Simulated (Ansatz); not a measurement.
# SiH₃F + H radical: a complex and its separated parts

The complex below is one end of an elementary step. How strongly is it bound against its free parts?

Program: Ansatz 0.2.0, Gaussian basis. Level of theory: PBE0-D4/def2-TZVP structures, single points in def2-TZVPP, no counterpoise correction. These are calculated values, not measurements.

Levels: SPW92, PBE-D4, BLYP-D4, r2SCAN-D4, B97M-V, PBE0-D4, B3LYP-D4, r2SCAN0-D4, BHLYP-D4, CAM-B3LYP-D4, wB97X-V, wB97M-V, B2PLYP, PBE-QIDH, Hartree-Fock, MP2, CCSD, CCSD(T).

Cores are frozen in the correlated methods. Orbitals are unrestricted. B3LYP uses VWN-RPA correlation. B2PLYP carries no dispersion term here.

94 further runs of the same task are left out: 94 set aside as unsound or not needed.

## 1. Where the work starts

The complex: 6 atoms, charge 0, spin multiplicity 2.

Atoms are counted from 1 here; the program's logs count them from 0.

Bond lengths: F1–Si2 1.600 Å, Si2–H4 1.482 Å, Si2–H5 1.482 Å, Si2–H6 1.482 Å. Angles: F1–Si2–H4 108.3°, F1–Si2–H5 108.3°, F1–Si2–H6 108.3°, H4–Si2–H5 110.6°, H4–Si2–H6 110.6°, H5–Si2–H6 110.6°.

Geometry (Å):

```xyz
6

F    -0.58710   -0.11674   -0.46640
Si    0.64499    0.11936    0.52653
H    -3.06995   -0.56684   -2.50830
H     0.74384    1.57032    0.81035
H     1.87779   -0.36731   -0.13603
H     0.39044   -0.63889    1.77386
```

Its parts: SiH₃F holds atoms 1, 2, 4, 5, 6; H radical holds atoms 3. Each part counts its atoms afresh in its own runs.

## 2. Relaxing SiH₃F alone

File relax-a/in.yaml:

```yaml
crystal:
  periodic: [false, false, false]
  atoms:
    - {symbol: F, position_ang: [-0.587104, -0.116741, -0.466399]}
    - {symbol: Si, position_ang: [0.644986, 0.119357, 0.526525]}
    - {symbol: H, position_ang: [0.743843, 1.570321, 0.810347]}
    - {symbol: H, position_ang: [1.877785, -0.367311, -0.136031]}
    - {symbol: H, position_ang: [0.390441, -0.638885, 1.773859]}
basis:
  gaussian: {orbitals: def2-TZVP}
hamiltonian: {xc: pbe0, dispersion: d4}
relax: {f_tol: 0.005, max_steps: 200}
```

Launch:

```bash
$ ansatz run in.yaml --threads 2 --pin off --events-out ev --progress --plain --max-ram 4352MiB
```

Standard output:

```text
Functional definition: PBE0
  name "PBE0"
  cite "Adamo & Barone, J. Chem. Phys. 110, 6158 (1999) doi:10.1063/1.478522"
  cite "Perdew, Burke & Ernzerhof, Phys. Rev. Lett. 77, 3865 (1996) doi:10.1103/PhysRevLett.77.3865"
  parent pbe
  parameter a = 0.25
  parameter kappa = 0.804
  parameter beta = 0.06672455060314922
  exchange = (1 - a)*pbe_x(kappa = kappa, mu = beta*pi^2/3) + a*exact_x
  correlation = pbe_c(beta = beta)
556 factors; their error is unknown
mean field evaluation 1: about -10638.8777 eV, gradient 3.0e1 eV
mean field evaluation 2: about -10637.2863 eV, gradient 4.6e1 eV
mean field evaluation 4: about -10640.1053 eV, gradient 4.5e-1 eV
mean field evaluation 8: about -10640.1497 eV, gradient 3.5e-3 eV
mean field -10640.14967604 eV, -391.0182884418 hartree, gradient 4.3e-5 eV, S^2 0.000000; 0 other end points of the search recorded, 0 dependent functions left out
the calculation of the forces begins
reference -10640.14970044 eV, -391.0182893388 hartree; 13, 13 occupied and 73, 73 virtual orbitals, 556 factors
relax step   1: F+E_penalty+E_count = -10640.18812257 eV  Δ(F+E_penalty+E_count) = +0.000e0 eV  max|allowed force component| = 1.873e-3 eV/Å  Δτ_max = 0.0000 Å  (20 SCF iters, accepted)
Total energy: -10640.18814698 eV, -391.0197022229 hartree
Atom 0 at    -0.587104    -0.116741    -0.466399 Å, force     0.001417     0.000593     0.000612 eV/Å
Atom 1 at     0.644986     0.119357     0.526525 Å, force     0.000358    -0.000897     0.001873 eV/Å
Atom 2 at     0.743843     1.570321     0.810347 Å, force    -0.000328     0.000264    -0.001355 eV/Å
Atom 3 at     1.877785    -0.367311    -0.136031 Å, force    -0.000417     0.000596    -0.001282 eV/Å
Atom 4 at     0.390441    -0.638885     1.773859 Å, force    -0.001029    -0.000556     0.000153 eV/Å
Dipole moment:     0.203442     0.039072     0.163806 e Å
```

Wall time 1.1 s (2 threads of Intel Xeon Platinum 8259CL at 2.50GHz, shared host).

Close pairs (by a distance rule), those that changed most:

| bond | before (Å) | after (Å) | change (Å) |
| --- | --- | --- | --- |
| F1–Si2 | 1.600 | 1.600 | +0.000 |
| Si2–H3 | 1.482 | 1.482 | +0.000 |
| Si2–H4 | 1.482 | 1.482 | +0.000 |
| Si2–H5 | 1.482 | 1.482 | +0.000 |

## 3. SPW92/def2-TZVPP

File parta/in.yaml:

```yaml
crystal:
  periodic: [false, false, false]
  atoms:
    - {symbol: F, position_ang: [-0.587104, -0.116741, -0.466399]}
    - {symbol: Si, position_ang: [0.644986, 0.119357, 0.526525]}
    - {symbol: H, position_ang: [0.743843, 1.570321, 0.810347]}
    - {symbol: H, position_ang: [1.877785, -0.367311, -0.136031]}
    - {symbol: H, position_ang: [0.390441, -0.638885, 1.773859]}
basis:
  gaussian: {orbitals: def2-TZVPP}
hamiltonian: {xc: lda}
```

Launch:

```bash
$ ansatz run in.yaml --threads 2 --pin off --events-out ev --progress --plain --max-ram 4352MiB
```

Standard output:

```text
Functional definition: SPW92
  name "SPW92"
  cite "Dirac, Proc. Camb. Phil. Soc. 26, 376 (1930) doi:10.1017/S0305004100016108"
  cite "Slater, Phys. Rev. 81, 385 (1951) doi:10.1103/PhysRev.81.385"
  cite "Perdew & Wang, Phys. Rev. B 45, 13244 (1992) doi:10.1103/PhysRevB.45.13244"
  exchange = slater_x
  correlation = pw_c
621 factors; their error is unknown
mean field evaluation 1: about -10594.5943 eV, gradient 3.3e1 eV
mean field evaluation 2: about -10590.6398 eV, gradient 6.5e1 eV
mean field evaluation 4: about -10596.3527 eV, gradient 1.4e0 eV
mean field evaluation 8: about -10596.3389 eV, gradient 3.0e-2 eV
mean field -10596.33888086 eV, -389.4082714153 hartree, gradient 1.6e-5 eV, S^2 0.000000; 0 other end points of the search recorded, 0 dependent functions left out
reference -10596.33891055 eV, -389.4082725061 hartree; 13, 13 occupied and 102, 102 virtual orbitals, 621 factors
Total energy: -10596.33891055 eV, -389.4082725061 hartree
```

It took 0.65 s on 2 threads of Intel Xeon Platinum 8259CL at 2.50GHz, shared host.

## 4. PBE-D4/def2-TZVPP

parta/in.yaml: that of step 3 with these lines changed.

```diff
@@ -10,2 +10,2 @@
   gaussian: {orbitals: def2-TZVPP}
-hamiltonian: {xc: lda}
+hamiltonian: {xc: pbe, dispersion: d4}
```

Launch:

```bash
$ ansatz run in.yaml --threads 2 --pin off --events-out ev --progress --plain --max-ram 4352MiB
```

Standard output:

```text
Functional definition: PBE
  name "PBE"
[... 4 set-up lines as earlier in the session ...]
  exchange = pbe_x(kappa = kappa, mu = beta*pi^2/3)
[... 1 set-up line as earlier in the session ...]
621 factors; their error is unknown
mean field evaluation 1: about -10637.4636 eV, gradient 3.4e1 eV
mean field evaluation 2: about -10633.0615 eV, gradient 6.7e1 eV
mean field evaluation 4: about -10639.2832 eV, gradient 1.1e0 eV
mean field evaluation 8: about -10639.2672 eV, gradient 2.7e-2 eV
mean field -10639.26723601 eV, -390.9858593690 hartree, gradient 2.0e-5 eV, S^2 0.000000; 0 other end points of the search recorded, 0 dependent functions left out
reference -10639.26726755 eV, -390.9858605282 hartree; 13, 13 occupied and 102, 102 virtual orbitals, 621 factors
Total energy: -10639.31421069 eV, -390.9875856566 hartree
```

It took 0.95 s on 2 threads of Intel Xeon Platinum 8259CL at 2.50GHz, shared host.

## 5. BLYP-D4/def2-TZVPP

parta/in.yaml: that of step 4 with these lines changed.

```diff
@@ -10,2 +10,2 @@
   gaussian: {orbitals: def2-TZVPP}
-hamiltonian: {xc: pbe, dispersion: d4}
+hamiltonian: {xc: {name: BLYP}, dispersion: d4}
```

Launch:

```bash
$ ansatz run in.yaml --threads 2 --pin off --events-out ev --progress --plain --max-ram 4352MiB
```

Standard output:

```text
Functional definition: BLYP
  name "BLYP"
  cite "Becke, Phys. Rev. A 38, 3098 (1988) doi:10.1103/PhysRevA.38.3098"
  cite "Lee, Yang & Parr, Phys. Rev. B 37, 785 (1988) doi:10.1103/PhysRevB.37.785"
  parameter beta = 0.0042
  parameter a = 0.04918
  parameter b = 0.132
  parameter c = 0.2533
  parameter d = 0.349
  exchange = b88_x(beta = beta)
  correlation = lyp_c(a = a, b = b, c = c, d = d)
621 factors; their error is unknown
mean field evaluation 1: about -10643.7109 eV, gradient 3.7e1 eV
mean field evaluation 2: about -10638.1064 eV, gradient 7.5e1 eV
mean field evaluation 4: about -10645.8622 eV, gradient 1.2e0 eV
mean field evaluation 8: about -10645.8467 eV, gradient 3.5e-2 eV
mean field -10645.84670506 eV, -391.2276503967 hartree, gradient 7.7e-5 eV, S^2 0.000000; 0 other end points of the search recorded, 0 dependent functions left out
reference -10645.84697001 eV, -391.2276601335 hartree; 13, 13 occupied and 102, 102 virtual orbitals, 621 factors
Total energy: -10645.95552890 eV, -391.2316495994 hartree
```

Wall time 1.1 s (2 threads of Intel Xeon Platinum 8259CL at 2.50GHz, shared host).

## 6. r2SCAN-D4/def2-TZVPP

parta/in.yaml: that of step 5 with these lines changed.

```diff
@@ -10,2 +10,2 @@
   gaussian: {orbitals: def2-TZVPP}
-hamiltonian: {xc: {name: BLYP}, dispersion: d4}
+hamiltonian: {xc: r2scan, dispersion: d4}
```

Launch:

```bash
$ ansatz run in.yaml --threads 2 --pin off --events-out ev --progress --plain --max-ram 4352MiB
```

Standard output:

```text
Functional definition: r2SCAN
  name "r2SCAN"
  cite "Furness, Kaplan, Ning, Perdew & Sun, J. Phys. Chem. Lett. 11, 8208 (2020) doi:10.1021/acs.jpclett.0c02405"
  cite "Furness, Kaplan, Ning, Perdew & Sun, J. Phys. Chem. Lett. 11, 9248 (2020) doi:10.1021/acs.jpclett.0c03077"
  parent r2scan
  parameter k0 = 0.174
  parameter k1 = 0.065
  parameter a1 = 4.9479
  exchange = r2scan_x(k0 = k0, k1 = k1, a1 = a1)
  correlation = r2scan_c
621 factors; their error is unknown
mean field evaluation 1: about -10642.8611 eV, gradient 3.2e1 eV
mean field evaluation 2: about -10640.1184 eV, gradient 5.6e1 eV
mean field evaluation 4: about -10644.3357 eV, gradient 8.1e-1 eV
mean field evaluation 8: about -10644.3185 eV, gradient 1.3e-1 eV
mean field -10644.31848114 eV, -391.1714892036 hartree, gradient 8.6e-6 eV, S^2 0.000000; 0 other end points of the search recorded, 0 dependent functions left out
reference -10644.31849083 eV, -391.1714895597 hartree; 13, 13 occupied and 102, 102 virtual orbitals, 621 factors
Total energy: -10644.32900962 eV, -391.1718761181 hartree
```

It took 2 s on 2 threads of Intel Xeon Platinum 8259CL at 2.50GHz, shared host.

## 7. B97M-V/def2-TZVPP

parta/in.yaml: that of step 6 with these lines changed.

```diff
@@ -10,2 +10,2 @@
   gaussian: {orbitals: def2-TZVPP}
-hamiltonian: {xc: r2scan, dispersion: d4}
+hamiltonian: {xc: {name: B97M-V}}
```

Launch:

```bash
$ ansatz run in.yaml --threads 2 --pin off --events-out ev --progress --plain --max-ram 4352MiB
```

Standard output:

```text
Functional definition: B97M-V
  name "B97M-V"
  cite "Mardirossian & Head-Gordon, J. Chem. Phys. 142, 074111 (2015) doi:10.1063/1.4907719"
  cite "Becke, J. Chem. Phys. 107, 8554 (1997) doi:10.1063/1.475007"
  cite "Vydrov & Van Voorhis, J. Chem. Phys. 133, 244103 (2010) doi:10.1063/1.3521275"
  # Of w^i u^j: cxij and so on, Table III.
  parameter cx00 = 1.000
  parameter cx01 = 1.308
  parameter cx02 = 1.901
  parameter cx10 = 0.416
  parameter cx11 = 3.070
  parameter css00 = 1.000
  parameter css02 = -1.855
  parameter css10 = -5.668
  parameter css32 = -20.497
  parameter css42 = -20.364
  parameter cos00 = 1.000
  parameter cos01 = 1.573
  parameter cos03 = -6.298
  parameter cos10 = 2.535
  parameter cos32 = -6.427
  parameter b = 6.0
  parameter c = 0.01
  gx(w, u) = cx00 + cx01*u + cx02*u^2 + (cx10 + cx11*u)*w
  gss(w, u) = css00 + css02*u^2 + css10*w + (css32*w^3 + css42*w^4)*u^2
  gos(w, u) = cos00 + cos01*u + cos03*u^3 + cos10*w + cos32*w^3*u^2
  exchange = spin_sum(e_x_unif_s*gx(b97_w, b97_u_x))
  correlation = spin_sum(e_c_pw_mod_same_spin*gss(b97_w, b97_u_same))
      + integral(e_c_pw_mod_opposite_spin*gos(b97_w_opposite, b97_u_opposite)) + vv10(b, c)
621 factors; their error is unknown
mean field evaluation 1: about -10641.6111 eV, gradient 3.2e1 eV
mean field evaluation 2: about -10638.7444 eV, gradient 5.6e1 eV
mean field evaluation 4: about -10643.2047 eV, gradient 8.9e-1 eV
mean field evaluation 8: about -10643.1935 eV, gradient 1.2e-1 eV
mean field evaluation 16: about -10643.1935 eV, gradient 3.7e-5 eV
mean field -10643.19349332 eV, -391.1301466639 hartree, gradient 3.7e-5 eV, S^2 0.000000; 0 other end points of the search recorded, 0 dependent functions left out
reference -10643.19354204 eV, -391.1301484542 hartree; 13, 13 occupied and 102, 102 virtual orbitals, 621 factors
Total energy: -10643.19354204 eV, -391.1301484542 hartree
```

Wall time 3.3 s (2 threads of Intel Xeon Platinum 8259CL at 2.50GHz, shared host).

## 8. PBE0-D4/def2-TZVPP

parta/in.yaml: that of step 7 with these lines changed.

```diff
@@ -10,2 +10,3 @@
   gaussian: {orbitals: def2-TZVPP}
-hamiltonian: {xc: {name: B97M-V}}
+hamiltonian: {xc: pbe0, dispersion: d4}
+output: {orbitals: {seedname: orbitals}}
```

Launch:

```bash
$ ansatz run in.yaml --threads 2 --pin off --events-out ev --progress --plain --max-ram 4352MiB
```

Standard output:

```text
[... 10 set-up lines as earlier in the session ...]
624 factors; their error is unknown
mean field evaluation 1: about -10638.9049 eV, gradient 3.0e1 eV
mean field evaluation 2: about -10637.3212 eV, gradient 4.6e1 eV
mean field evaluation 4: about -10640.1375 eV, gradient 4.5e-1 eV
mean field evaluation 8: about -10640.1634 eV, gradient 4.5e-3 eV
mean field -10640.16339155 eV, -391.0187924776 hartree, gradient 7.8e-5 eV, S^2 0.000000; 0 other end points of the search recorded, 0 dependent functions left out
reference -10640.16341534 eV, -391.0187933520 hartree; 13, 13 occupied and 102, 102 virtual orbitals, 624 factors
Total energy: -10640.20186188 eV, -391.0202062362 hartree
```

It took 1.1 s on 2 threads of Intel Xeon Platinum 8259CL at 2.50GHz, shared host.

## 9. B3LYP-D4/def2-TZVPP

parta/in.yaml: that of step 8 with these lines changed.

```diff
@@ -10,3 +10,2 @@
   gaussian: {orbitals: def2-TZVPP}
-hamiltonian: {xc: pbe0, dispersion: d4}
-output: {orbitals: {seedname: orbitals}}
+hamiltonian: {xc: {name: B3LYP}, dispersion: d4}
```

Launch:

```bash
$ ansatz run in.yaml --threads 2 --pin off --events-out ev --progress --plain --max-ram 4352MiB
```

Standard output:

```text
Functional definition: B3LYP
  name "B3LYP"
  cite "Stephens, Devlin, Chabalowski & Frisch, J. Phys. Chem. 98, 11623 (1994) doi:10.1021/j100096a001"
[... 2 set-up lines as earlier in the session ...]
  cite "Vosko, Wilk & Nusair, Can. J. Phys. 58, 1200 (1980) doi:10.1139/p80-159"
  parameter a0 = 0.2
  parameter ax = 0.72
  parameter ac = 0.81
  exchange = (1 - a0 - ax)*slater_x + ax*b88_x + a0*exact_x
  correlation = (1 - ac)*vwn_rpa_c + ac*lyp_c
624 factors; their error is unknown
mean field evaluation 1: about -10645.4664 eV, gradient 3.3e1 eV
mean field evaluation 2: about -10643.0563 eV, gradient 5.5e1 eV
mean field evaluation 4: about -10646.9940 eV, gradient 5.8e-1 eV
mean field evaluation 8: about -10647.0114 eV, gradient 1.3e-1 eV
mean field -10647.01142553 eV, -391.2704530847 hartree, gradient 5.7e-5 eV, S^2 0.000000; 0 other end points of the search recorded, 0 dependent functions left out
reference -10647.01162350 eV, -391.2704603598 hartree; 13, 13 occupied and 102, 102 virtual orbitals, 624 factors
Total energy: -10647.08797960 eV, -391.2732663949 hartree
```

It took 1.2 s on 2 threads of Intel Xeon Platinum 8259CL at 2.50GHz, shared host.

## 10. r2SCAN0-D4/def2-TZVPP

parta/in.yaml: that of step 9 with these lines changed.

```diff
@@ -10,2 +10,2 @@
   gaussian: {orbitals: def2-TZVPP}
-hamiltonian: {xc: {name: B3LYP}, dispersion: d4}
+hamiltonian: {xc: {name: r2SCAN0}, dispersion: d4}
```

Launch:

```bash
$ ansatz run in.yaml --threads 2 --pin off --events-out ev --progress --plain --max-ram 4352MiB
```

Standard output:

```text
Functional definition: r2SCAN0
  name "r2SCAN0"
  cite "Bursch, Neugebauer, Ehlert & Grimme, J. Chem. Phys. 156, 134105 (2022) doi:10.1063/5.0086040"
[... 7 set-up lines as earlier in the session ...]
  exchange = (1 - a)*r2scan_x(k0 = k0, k1 = k1, a1 = a1) + a*exact_x
[... 1 set-up line as earlier in the session ...]
624 factors; their error is unknown
mean field evaluation 1: about -10642.7218 eV, gradient 2.9e1 eV
mean field evaluation 2: about -10641.6641 eV, gradient 4.1e1 eV
mean field evaluation 4: about -10643.8578 eV, gradient 4.1e-1 eV
mean field evaluation 8: about -10643.8844 eV, gradient 5.2e-3 eV
mean field -10643.88439217 eV, -391.1555367285 hartree, gradient 1.9e-5 eV, S^2 0.000000; 0 other end points of the search recorded, 0 dependent functions left out
reference -10643.88439988 eV, -391.1555370117 hartree; 13, 13 occupied and 102, 102 virtual orbitals, 624 factors
Total energy: -10643.89664520 eV, -391.1559870187 hartree
```

Wall time 1.9 s (2 threads of Intel Xeon Platinum 8259CL at 2.50GHz, shared host).

## 11. BHLYP-D4/def2-TZVPP

parta/in.yaml: that of step 10 with these lines changed.

```diff
@@ -10,2 +10,2 @@
   gaussian: {orbitals: def2-TZVPP}
-hamiltonian: {xc: {name: r2SCAN0}, dispersion: d4}
+hamiltonian: {xc: {name: BHLYP}, dispersion: d4}
```

Launch:

```bash
$ ansatz run in.yaml --threads 2 --pin off --events-out ev --progress --plain --max-ram 4352MiB
```

Standard output:

```text
Functional definition: BHLYP
  name "BHLYP"
  cite "Becke, J. Chem. Phys. 98, 1372 (1993) doi:10.1063/1.464304"
[... 2 set-up lines as earlier in the session ...]
  parameter a = 0.5
  exchange = (1 - a)*b88_x + a*exact_x
  correlation = lyp_c
662 factors; their error is unknown
mean field evaluation 1: about -10644.1126 eV, gradient 2.9e1 eV
mean field evaluation 2: about -10643.7109 eV, gradient 3.5e1 eV
mean field evaluation 4: about -10645.2918 eV, gradient 1.9e-1 eV
mean field evaluation 8: about -10645.3617 eV, gradient 1.9e-2 eV
mean field -10645.36166937 eV, -391.2098256641 hartree, gradient 1.4e-5 eV, S^2 0.000000; 0 other end points of the search recorded, 0 dependent functions left out
reference -10645.36180378 eV, -391.2098306034 hartree; 13, 13 occupied and 102, 102 virtual orbitals, 662 factors
Total energy: -10645.41594062 eV, -391.2118200958 hartree
```

It took 1.2 s on 2 threads of Intel Xeon Platinum 8259CL at 2.50GHz, shared host.

## 12. CAM-B3LYP-D4/def2-TZVPP

parta/in.yaml: that of step 11 with these lines changed.

```diff
@@ -10,2 +10,2 @@
   gaussian: {orbitals: def2-TZVPP}
-hamiltonian: {xc: {name: BHLYP}, dispersion: d4}
+hamiltonian: {xc: {name: CAM-B3LYP}, dispersion: d4}
```

Launch:

```bash
$ ansatz run in.yaml --threads 2 --pin off --events-out ev --progress --plain --max-ram 4352MiB
```

Standard output:

```text
Functional definition: CAM-B3LYP
  name "CAM-B3LYP"
  cite "Yanai, Tew & Handy, Chem. Phys. Lett. 393, 51 (2004) doi:10.1016/j.cplett.2004.06.011"
  cite "Iikura, Tsuneda, Yanai & Hirao, J. Chem. Phys. 115, 3540 (2001) doi:10.1063/1.1383587"
[... 3 set-up lines as earlier in the session ...]
  parameter alpha = 0.19
  parameter beta = 0.46
  parameter omega = 0.33/bohr
[... 1 set-up line as earlier in the session ...]
  # Exact exchange under (alpha + beta erf(omega r))/r, Becke's under what is left of 1/r.
  exchange = (1 - alpha - beta)*b88_x + beta*b88_x_sr(omega) + alpha*exact_x + beta*exact_x_lr(omega)
  correlation = (1 - ac)*vwn5_c + ac*lyp_c
624 factors; their error is unknown
153 factors; integrals over basis functions are off by at most 1.4e-5 eV
mean field evaluation 1: about -10644.5044 eV, gradient 3.1e1 eV
mean field evaluation 2: about -10643.4510 eV, gradient 4.4e1 eV
mean field evaluation 4: about -10645.8553 eV, gradient 2.1e-1 eV
mean field evaluation 8: about -10645.8706 eV, gradient 1.6e-2 eV
mean field -10645.87061982 eV, -391.2285292481 hartree, gradient 5.3e-5 eV, S^2 0.000000; 0 other end points of the search recorded, 0 dependent functions left out
reference -10645.87071602 eV, -391.2285327835 hartree; 13, 13 occupied and 102, 102 virtual orbitals, 624 factors
Total energy: -10645.90887939 eV, -391.2299352614 hartree
```

Run time: 1.4 s. Hardware: 2 threads of Intel Xeon Platinum 8259CL at 2.50GHz, shared host.

## 13. wB97X-V/def2-TZVPP

parta/in.yaml: that of step 12 with these lines changed.

```diff
@@ -10,2 +10,2 @@
   gaussian: {orbitals: def2-TZVPP}
-hamiltonian: {xc: {name: CAM-B3LYP}, dispersion: d4}
+hamiltonian: {xc: {name: wB97X-V}}
```

Launch:

```bash
$ ansatz run in.yaml --threads 2 --pin off --events-out ev --progress --plain --max-ram 4352MiB
```

Standard output:

```text
Functional definition: wB97X-V
  name "wB97X-V"
  cite "Mardirossian & Head-Gordon, Phys. Chem. Chem. Phys. 16, 9904 (2014) doi:10.1039/C3CP54374A"
[... 2 set-up lines as earlier in the session ...]
  parameter omega = 0.3/bohr
  parameter cx = 0.167
  parameter cx1 = 0.603
  parameter cx2 = 1.194
  parameter css0 = 0.556
  parameter css1 = -0.257
  parameter cos0 = 1.219
  parameter cos1 = -1.850
[... 2 set-up lines as earlier in the session ...]
  exchange = spin_sum(e_x_unif_sr(omega)*poly(b97_u_x, 1 - cx, cx1, cx2)) + cx*exact_x_sr(omega) + exact_x_lr(omega)
  correlation = spin_sum(e_c_pw_same_spin*poly(b97_u_same, css0, css1))
      + integral(e_c_pw_opposite_spin*poly(b97_u_opposite, cos0, cos1)) + vv10(b, c)
624 factors; their error is unknown
142 factors; integrals over basis functions are off by at most 1.1e-5 eV
mean field evaluation 1: about -10642.7172 eV, gradient 3.0e1 eV
mean field evaluation 2: about -10642.5168 eV, gradient 3.5e1 eV
mean field evaluation 4: about -10644.0510 eV, gradient 2.6e-1 eV
mean field evaluation 8: about -10644.0676 eV, gradient 3.4e-3 eV
mean field -10644.06755787 eV, -391.1622679436 hartree, gradient 1.8e-5 eV, S^2 0.000000; 0 other end points of the search recorded, 0 dependent functions left out
reference -10644.06755626 eV, -391.1622678846 hartree; 13, 13 occupied and 102, 102 virtual orbitals, 624 factors
Total energy: -10644.06755626 eV, -391.1622678846 hartree
```

Wall time 3.2 s (2 threads of Intel Xeon Platinum 8259CL at 2.50GHz, shared host).

[end of part 1 of 2]
